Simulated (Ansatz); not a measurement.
# ZrHg: convergence and cost

An exercise on one series of results from a longer session: the logs are not shown, and one member is left open.

Program: Ansatz 0.2.0. Level of theory: DFT r2SCAN, scalar-relativistic, plane waves, PAW. These are calculated values, not measurements.

## Starting point

The structure is tetragonal, space group P4/mmm (No. 123). The conventional cell has a = 3.147 Å, b = 3.147 Å, c = 4.170 Å, α = 90.00°, β = 90.00°, γ = 90.00°. Zr (site symmetry 4/mmm) has 8 Hg at 3.05 Å and 4 Zr at 3.15 Å as nearest neighbours. Hg (site symmetry 4/mmm) is surrounded by 8 Zr at 3.05 Å and 4 Hg at 3.15 Å.

Structure file:

```xyz
2
Lattice="3.1470 0.0000 0.0000 0.0000 3.1470 0.0000 0.0000 0.0000 4.1700" Properties=species:S:1:pos:R:3 pbc="T T T"
Zr    1.5735    1.5735    2.0850
Hg    0.0000    0.0000    0.0000
```

The structure comes from the Crystallography Open Database; it is used as listed.

Set-up of the first run:

Contents of input.yaml:

```yaml
crystal:
  lattice:
    - [3.147, 0.0, 0.0]
    - [0.0, 3.147, 0.0]
    - [0.0, 0.0, 4.17]
  atoms:
    - { symbol: Zr, position: [0.5, 0.5, 0.5] }
    - { symbol: Hg, position: [0.0, 0.0, 0.0] }
basis:
  ecutwfc: 500
kpoints:
  mp_grid: { grid: [6, 6, 4] }
hamiltonian:
  xc: r2scan
scf:
  occupations: { method: gaussian, width: 0.1 }
output:
  forces: true
  stress: true
  eigenvalues: true
```

Steps of the session up to this table: A first look at the start; The base run; K-point mesh set to 1×1×1; K-point mesh: 2×2×2; K-point mesh: 4×4×4; K-point mesh set to 6×6×4; K-point mesh set to 8×8×6; K-point mesh: 10×10×8; K-point mesh: 12×12×10; K-point mesh: 14×14×12; K-point mesh: 16×16×14; K-point mesh set to 20×20×14; K-point mesh set to 22×22×16.

One table of the session follows, with a row left open; its other results are not shown here.

```
    mesh  ΔE (meV/atom)
   1×1×1          -1676
   2×2×2           -214
   4×4×4           1.56
   6×6×4           5.78
   8×8×6          -3.02
 10×10×8           5.36
12×12×10          -0.61
14×14×10           1.28
14×14×12           1.06
16×16×14           0.87
20×20×14              ?
22×22×16           0.00
```

Estimate the missing values for 20×20×14.

The run gave: ΔE (meV/atom): -0.03. In the column «ΔE (meV/atom)» it lies between 12×12×10 (-0.61) and 22×22×16 (0.00).

To keep in mind: The error changes sign along the series, since a k mesh isn't variational, and a metal needs dense meshes to resolve its Fermi surface.
